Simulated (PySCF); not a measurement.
# [LuCl2]+: other functionals and bases at one geometry

One table from this session's results is given with a row withheld; the runs are named, their logs left out.

Computed with PySCF 2.14.0. Level: several levels, as the steps say, no spin–orbit coupling.

1 further run of the same task is left out (for a known fault of the program).

## Where the work starts

3 atoms, charge 1, spin multiplicity 1.

Bond lengths: Lu1–Cl2 2.324 Å, Lu1–Cl3 2.324 Å. Angles: Cl2–Lu1–Cl3 113.3°.

Geometry (Å):

```xyz
3
Cl2Lu
Lu    0.0000    0.0000   -0.4547
Cl    1.9407    0.0000    0.8234
Cl   -1.9407    0.0000    0.8234
```

Formal oxidation states: Lu +3. Each metal's 14 4f electrons lie in its core potential, so multiplicities, spins and levels count the valence alone. An earlier session relaxed this geometry at PBE0, Lu lcecp-1-SVP with ECP60, Cl def2-SVP (singlet, point group C2v).

At PBE0 on the finer grid: E = -959.679811 Eh, HOMO -14.02 eV, LUMO -8.49 eV, Mulliken charge on Lu1 +1.24 e, largest force component 0.001 eV/Å. 

Levels to run: r2SCAN; TPSSh; PBE0, TZVP. Hardware: 2 threads of Arm Neoverse V2, shared host.

The first run:

Input file run.py (the lines that set the calculation):

```python
mol = gto.M(atom='''
Lu     0.00000     0.00000    -0.45475
Cl     1.94071     0.00000     0.82344
Cl    -1.94071     0.00000     0.82344''',
    basis={'Lu': 'lcecp-1-SVP', 'Cl': 'def2-SVP'},
    ecp={'Lu': 'lcecp-1-SVP'},
    charge=1, spin=0)
mf = dft.RKS(mol, xc='R2SCAN')
mf.grids.atom_grid = (75, 302)  # f atoms: unpruned, at least (60, 302)
mf = mf.density_fit()  # fitting sets: Lu AutoAux, Cl def2-universal-JKFIT
mf.conv_tol = 1e-08; mf.max_cycle = 55
mf.kernel(dm0)  # dm0: the density of the relaxed state
```

On the command line:

```bash
OMP_NUM_THREADS=2 python run.py
```

Among the steps run: r2SCAN; TPSSh; PBE0, TZVP.

One table of the session follows, with a row left open; its other results are not shown here.

```
              level  HOMO (eV)  gap (eV)  charge on Lu1 (e)  dipole (D)  largest force component (eV/Å)
PBE0 (relaxed here)     -14.02      5.54               1.24        6.00                            0.00
             r2SCAN     -13.03      4.35               1.26        5.97                            0.19
              TPSSh     -13.34      4.61               1.26        5.95                            0.24
         PBE0, TZVP          ?         ?                  ?           ?                               ?
```

Estimate the missing values for PBE0, TZVP.

**Answer.** HOMO (eV): -13.94; gap (eV): 5.58; charge on Lu1 (e): 1.56; dipole (D): 5.88; largest force component (eV/Å): 0.16. In the column «HOMO (eV)» it lies between PBE0 (relaxed here) (-14.02) and TPSSh (-13.34).

The dipole of a charged species depends on the origin, so these sizes hold for this origin alone.

In one basis the HOMO–LUMO gap runs from 4.35 eV (r2SCAN) to 5.54 eV (PBE0). The largest leftover force, 0.24 eV/Å with TPSSh, stands at a geometry relaxed at another level. With 4f in the core, its levels are missing from HOMO and gap, and its count is fixed, so no charge can pass from the ligands into it. Total energies of different levels can't be compared.
